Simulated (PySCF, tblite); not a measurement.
# BeF₂GeH₂, a complex of two parts: NMR shifts, interaction energy, infrared bands, spin-spin couplings, core binding energies and electronic excitations

The task here is to estimate one member of a computed series from the others.

Computed with tblite 0.8.0 and PySCF 2.14.0; each step states its level. No surroundings beyond the atoms listed, unless a continuum is named. Atoms count from 0, parts from 1.

## The system as given

6 atoms, charge 0, multiplicity 1; geometry: rigid parts in contact. Parts: 1 = atoms 0–2, `[F][Ge][F]`, charge 0; 2 = atoms 3–5, `[BeH2]`, charge 0.

The first run:

What the job is given:

```
{"job": {"kind": "dock", "xc": "GFN2-xTB", "basis": "xTB"}, "charge": 0, "multiplicity": 1, "parts": [{"atoms": "0-2", "charge": 0, "multiplicity": 1}, {"atoms": "3-5", "charge": 0, "multiplicity": 1}]}
F     -0.415261    -1.318697    -0.009795
Ge     0.386554     0.134437    -0.702955
F      0.028707     1.184260     0.712750
Be     2.620425     0.019440    -2.243626
H      3.019970    -0.972966    -1.541855
H      2.221014     1.011474    -2.945566
```

With the program's defaults for keys left out, this is: GFN2-xTB search for minima from random contacts, gas phase.

Launch:

```console
$ OMP_NUM_THREADS=1 python cluster_run.py task.json out
```

This one command runs all jobs of the session in turn.

Steps of the session up to this table: Docking the parts with GFN2-xTB; Optimising the geometry at PBE0-D3(BJ)/def2-TZVPD; NMR shieldings: PBE0/pcSseg-2; Coupled-cluster interaction energy: CCSD(T) and MP2.

One table of the session follows, with a row left open; its other results are not shown here.

It belongs to the step «Coupled-cluster interaction energy: CCSD(T) and MP2». 

| method | interaction energy (kcal/mol) |
| --- | --- |
| HF/aug-cc-pVDZ | -69.71 |
| MP2/aug-cc-pVDZ | -65.57 |
| CCSD/aug-cc-pVDZ | -65.89 |
| CCSD(T)/aug-cc-pVDZ | -65.02 |
| HF/aug-cc-pVQZ | -73.71 |
| MP2/aug-cc-pVQZ | -74.06 |
| SCS-MP2/aug-cc-pVQZ | -72.11 |
| MP2, extrapolated | ? |
| CCSD(T), limit estimate | -74.45 |

Estimate the missing values for MP2, extrapolated.

**Answer.** interaction energy (kcal/mol): -75.00. In the column «interaction energy (kcal/mol)» it is the lowest.

The parts are deformed by 41.06 kcal/mol, far from their own shapes, so the interaction energy overstates the binding by that much, and the relaxed parts may be other isomers.

To keep in mind: The interaction energy leaves out the deformation of the parts, 41.06 kcal/mol at MP2. So large a deformation means that a part is far from its own minimum, so a sum across the two methods would be rough.
